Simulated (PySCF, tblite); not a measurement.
# C5H7BF2O: geometry, infrared bands and NMR shifts

Aim: predict the infrared bands and NMR shifts of C5H7BF2O (`O=C1CC[C@H]1CB(F)F`).

The runs use tblite 0.8.0 and PySCF 2.14.0, with density-fitted response routines of our own; the level of theory stands in each step. All values are computed, except where a source is named. Atoms are numbered from 0 throughout.

### Step 1. The starting structure

16 atoms, charge 0, multiplicity 1; geometry from: force field or distance geometry start.

Bonds of the start (Å): O0–C1 1.24, C1–C2 1.48, C2–C3 1.53, C3–C4 1.51, C4–C5 1.47, C5–B6 1.58, B6–F7 1.47, B6–F8 1.47, C4–C1 1.45, C2–H9 1.13, C2–H10 1.09, C3–H11 1.11, C3–H12 1.10, C4–H13 1.13, C5–H14 1.10, C5–H15 1.12.

### Step 2. Optimising the geometry with GFN2-xTB

The job: settings as JSON, then the geometry in Å.

```
{"job": {"kind": "relax", "xc": "GFN2-xTB", "basis": "xTB"}, "charge": 0, "multiplicity": 1}
O     -0.301400    -2.137000     0.389600
C     -0.733000    -0.998500     0.144700
C     -1.922000    -0.185100     0.500300
C     -0.978400     1.020800     0.407100
C     -0.251400     0.150200    -0.596400
C      1.177500     0.388800    -0.836300
B      2.098500     0.577100     0.437300
F      3.315200     1.369700     0.208200
F      2.391600    -0.597400     1.278300
H     -2.656000    -0.184300    -0.361800
H     -2.375300    -0.352100     1.475800
H     -0.433200     1.194900     1.364000
H     -1.451900     1.929000     0.019800
H     -0.831200     0.217300    -1.567100
H      1.616500    -0.432300    -1.424800
H      1.327100     1.315300    -1.450000
```

The run is started by

```bash
$ OMP_NUM_THREADS=1 python probes_run.py task.json out
```

The driver reads the jobs from task.json and runs them one after another.

**Question.** This job is followed by: GFN2-xTB harmonic vibrations, gas phase; GIAO PBE0/pcSseg-1 NMR shielding, non-relativistic, gas phase. What will the session give for the following? strongest single infrared mode (GFN2-xTB); zero-point energy (GFN2-xTB); ¹³C shifts against TMS (PBE0/pcSseg-1); ¹H shifts against TMS (PBE0/pcSseg-1); ¹⁷O shifts against H2O (PBE0/pcSseg-1); ¹¹B shifts against BF3·OEt2 (PBE0/pcSseg-1); ¹⁹F shifts against CFCl3 (PBE0/pcSseg-1, means over atoms taken as alike); surface potential, 1st and 99th percentile.

The runs gave:

```
                                                                 quantity                                         value
                                strongest single infrared mode (GFN2-xTB)                         1858 cm⁻¹, 441 km/mol
                                             zero-point energy (GFN2-xTB)                                 73.2 kcal/mol
                                   ¹³C shifts against TMS (PBE0/pcSseg-1)             219.0, 55.8, 46.6, 18.9, 17.0 ppm
                                    ¹H shifts against TMS (PBE0/pcSseg-1)  3.34, 3.21, 3.15, 2.17, 1.70, 1.60, 1.33 ppm
                                   ¹⁷O shifts against H2O (PBE0/pcSseg-1)                                     666.5 ppm
                              ¹¹B shifts against BF3·OEt2 (PBE0/pcSseg-1)                                      28.1 ppm
¹⁹F shifts against CFCl3 (PBE0/pcSseg-1, means over atoms taken as alike)                                     -64.4 ppm
                                    surface potential, 1st and 99th percentile                            -1.58 V and 1.77 V
```

In words: The optimisation took 108 steps and gained 1.834 eV; among the close pairs (by a distance rule), B6–F8 changed most, from 1.474 to 1.316 Å. All 42 modes are real, so the xTB geometry is a minimum. The strongest single mode, at 1858 cm⁻¹, moves mainly C1 and O0. Unscaled tight-binding wavenumbers are off by several per cent, some by more. Its intensities can rank the bands wrongly. C1 (ketone carbonyl carbon) lies farthest downfield among carbon, at 219.0 ppm; low-lying n→π* states of the double bond to the heteroatom give a large paramagnetic term (-281 ppm). At PBE0/pcSseg-1: The widest tensor belongs to O0: span 1193 ppm, with a paramagnetic part of -731 ppm. At PBE0/pcSseg-1, counted by nearest atom on the grid, the HOMO lies on O0 53 %; C2, C4 about 13 % each, the LUMO on C1 40 %; O0 26 %.
